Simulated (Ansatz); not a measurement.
# BeB3Cl2: the cost of one run

Computed with Ansatz 0.2.0 (DFT PBE, scalar-relativistic, plane waves, PAW, unless a step's input says otherwise).

2 further runs of the same task are left out: 1 that didn't finish, 1 set aside as unsound or not needed.

## Step 1: Starting point

Symmetry: R-3m, No. 166, trigonal system. Conventional cell: a = 6.178 Å, b = 6.178 Å, c = 7.566 Å, α = 90.00°, β = 90.00°, γ = 120.00°. Be (site symmetry -3m) has 2 Cl at 1.89 Å as nearest neighbours. B (site symmetry 2/m) has 2 Cl at 1.89 Å as nearest neighbours. Cl (site symmetry 3m) has 3 B at 1.89 Å and 1 Be at 1.89 Å as nearest neighbours.

Coordinates:

```cif
data_structure
_symmetry_space_group_name_H-M 'P 1'
_symmetry_Int_Tables_number 1
_cell_length_a 4.3682
_cell_length_b 4.3682
_cell_length_c 4.3682
_cell_angle_alpha 90.000
_cell_angle_beta 90.000
_cell_angle_gamma 90.000
_cell_volume 83.35
loop_
_atom_site_label
_atom_site_type_symbol
_atom_site_fract_x
_atom_site_fract_y
_atom_site_fract_z
_atom_site_occupancy
Be1 Be 0.50000 0.50000 0.50000 1
B1 B 0.00000 0.50000 0.00000 1
B2 B 0.50000 0.00000 0.00000 1
B3 B 0.00000 0.00000 0.50000 1
Cl1 Cl 0.75000 0.75000 0.75000 1
Cl2 Cl 0.25000 0.25000 0.25000 1
```

The cell is invented: ordered mixture on the cation sites of cuprite (R-3m, No. 166). Its size is a rough estimate.

## Step 2: Probe: one point on a coarse mesh

Contents of input.yaml:

```yaml
crystal:
  lattice:
    - [3.08880657, 1.7833233, 2.522]
    - [-3.08880657, 1.7833233, 2.522]
    - [0.0, -3.5666466, 2.522]
  atoms:
    - { symbol: Be, position: [0.5, 0.5, 0.5] }
    - { symbol: B, position: [0.0, 0.5, 0.0] }
    - { symbol: B, position: [0.5, 0.0, 0.0] }
    - { symbol: B, position: [0.0, 0.0, 0.5] }
    - { symbol: Cl, position: [0.75, 0.75, 0.75] }
    - { symbol: Cl, position: [0.25, 0.25, 0.25] }
basis:
  ecutwfc: 420
kpoints:
  mp_grid: { grid: [4, 4, 4] }
hamiltonian:
  xc: pbe
scf:
  occupations: { method: gaussian, width: 0.1 }
  lower_state_search: "off"
output:
  forces: true
  stress: true
  eigenvalues: true
```

Launch:

```
> ansatz run input.yaml --threads 1 --pin off --max-ram 2048MiB --backend cpu --events-out ev --progress --plain --runs-dir out
```

Q: Estimate wall time and peak memory on 1 thread of Arm Neoverse V2, shared host.

About 1.4 s, with a peak of 0.3 GiB.
